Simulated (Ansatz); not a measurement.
# C6H8BCl2N: ionisation energy by level of theory

The task here is to estimate one member of a computed series from the others.

Program: Ansatz 0.2.0, Gaussian basis. Level of theory: unrestricted cation, the program's frozen cores in correlated methods. These are calculated values, not measurements.

Levels to be run: UKS PBE-D4/def2-TZVPP; UKS r2SCAN-D4/def2-TZVPP; UKS PBE0-D4/def2-TZVPP; UKS B3LYP-D4/def2-TZVPP; UKS wB97X-V/def2-TZVPP; UKS wB97M-V/def2-TZVPP; UKS B2PLYP/def2-TZVPP; UHF-CCSD(T)/def2-TZVPP; UHF-MP2/def2-QZVPP; extrapolation to the limit; then −ε(HOMO) from the neutral's earlier runs with LDA (SPW92), PBE-D4, revPBE-D4, BLYP-D4, r2SCAN-D4, B97M-V, PBE0-D4, B3LYP-D4, r2SCANh-D4, r2SCAN0-D4, HSE06-D4, BHLYP-D4, CAM-B3LYP-D4, LC-ωPBE, ωB97X-V, ωB97M-V.

## The geometry

An earlier PBE0-D4 in a triple-zeta def2 set relaxation fixed the geometry.

SMILES `C[B-](Cl)(Cl)[n+]1ccccc1`, 18 atoms, charge 0, spin multiplicity 1.

Atoms are counted from 1 here; the program's logs count them from 0.

Bond lengths: C1–B2 1.592 Å, C1–H11 1.095 Å, C1–H12 1.095 Å, C1–H13 1.092 Å, B2–Cl3 1.855 Å, B2–Cl4 1.855 Å, B2–N5 1.630 Å, N5–C6 1.337 Å, N5–C10 1.337 Å, C6–C7 1.379 Å, C6–H14 1.082 Å, C7–C8 1.384 Å, C7–H15 1.082 Å, C8–C9 1.384 Å, C8–H16 1.084 Å, C9–C10 1.379 Å, C9–H17 1.082 Å, C10–H18 1.082 Å. Angles: B2–C1–H11 111.8°, B2–C1–H12 111.8°, B2–C1–H13 109.8°, H11–C1–H12 108.1°, H11–C1–H13 107.6°, H12–C1–H13 107.6°, C1–B2–Cl3 112.6°, C1–B2–Cl4 112.6°, C1–B2–N5 107.6°, Cl3–B2–Cl4 109.9°, Cl3–B2–N5 106.9°, Cl4–B2–N5 106.9°, B2–N5–C6 120.1°, B2–N5–C10 120.1°, C6–N5–C10 119.5°, N5–C6–C7 121.8°, N5–C6–H14 115.4°, C7–C6–H14 122.8° and more.

The first run:

in.yaml reads:

```yaml
crystal:
  periodic: [false, false, false]
  atoms:
    - {symbol: C, position_ang: [1.373806, -1.677502, -1.269208]}
    - {symbol: B, position_ang: [1.323649, -0.087389, -1.219475]}
    - {symbol: Cl, position_ang: [2.912607, 0.656747, -0.616841]}
    - {symbol: Cl, position_ang: [0.854592, 0.661657, -2.850545]}
    - {symbol: N, position_ang: [0.166724, 0.336779, -0.152216]}
    - {symbol: C, position_ang: [-1.103907, 0.452404, -0.551124]}
    - {symbol: C, position_ang: [-2.126571, 0.689355, 0.342850]}
    - {symbol: C, position_ang: [-1.830106, 0.808727, 1.689903]}
    - {symbol: C, position_ang: [-0.512395, 0.680546, 2.094846]}
    - {symbol: C, position_ang: [0.460974, 0.443884, 1.147417]}
    - {symbol: H, position_ang: [0.419978, -2.103801, -1.596676]}
    - {symbol: H, position_ang: [1.621418, -2.106680, -0.292855]}
    - {symbol: H, position_ang: [2.140106, -2.001949, -1.976018]}
    - {symbol: H, position_ang: [-1.265380, 0.362080, -1.616712]}
    - {symbol: H, position_ang: [-3.139835, 0.782405, -0.024738]}
    - {symbol: H, position_ang: [-2.613966, 1.000327, 2.413061]}
    - {symbol: H, position_ang: [-0.228431, 0.766520, 3.135257]}
    - {symbol: H, position_ang: [1.509335, 0.347088, 1.394974]}
basis:
  gaussian: {orbitals: def2-TZVPP}
total_charge: 1
magnetization: {spin_polarized: true, initial_magnetization: 1}
hamiltonian: {xc: pbe, dispersion: d4}
```

Steps of the session up to this table: Cation, UKS PBE-D4/def2-TZVPP; Cation, UKS r2SCAN-D4/def2-TZVPP; Cation, UKS PBE0-D4/def2-TZVPP; Cation, UKS B3LYP-D4/def2-TZVPP; Cation, UKS wB97X-V/def2-TZVPP; Cation, UKS wB97M-V/def2-TZVPP; Cation, UKS B2PLYP (frozen core)/def2-TZVPP; Cation, UHF-CCSD(T)/def2-TZVPP; Cation, UHF-MP2/def2-QZVPP.

One table of the session follows, with a row left open; its other results are not shown here.

Orbital estimates, from the neutral's runs:

```
  functional  −ε(HOMO) (eV)
 LDA (SPW92)           6.35
      PBE-D4           6.19
   revPBE-D4           6.12
     BLYP-D4           6.01
   r2SCAN-D4           6.51
      B97M-V           6.62
     PBE0-D4           7.55
    B3LYP-D4           7.26
  r2SCANh-D4           7.01
  r2SCAN0-D4              ?
    HSE06-D4           7.15
    BHLYP-D4           8.76
CAM-B3LYP-D4           8.89
     LC-ωPBE          10.32
     ωB97X-V           9.95
     ωB97M-V           9.80
```

Estimate the missing values for r2SCAN0-D4.

Worked estimate for «−ε(HOMO) (eV)». Against the share of exact exchange, r2SCAN-D4 (0, 6.51), r2SCANh-D4 (0.1, 7.01) give a slope of 5.00 per unit share; at 0.25 the line stands at 7.76.

**Answer.** −ε(HOMO) (eV): 7.77. In «−ε(HOMO) (eV)» the line misses by -0.01.

Caveats from the session: The cation may have settled in a state other than its lowest; no search over hole states beyond the program's own was made.
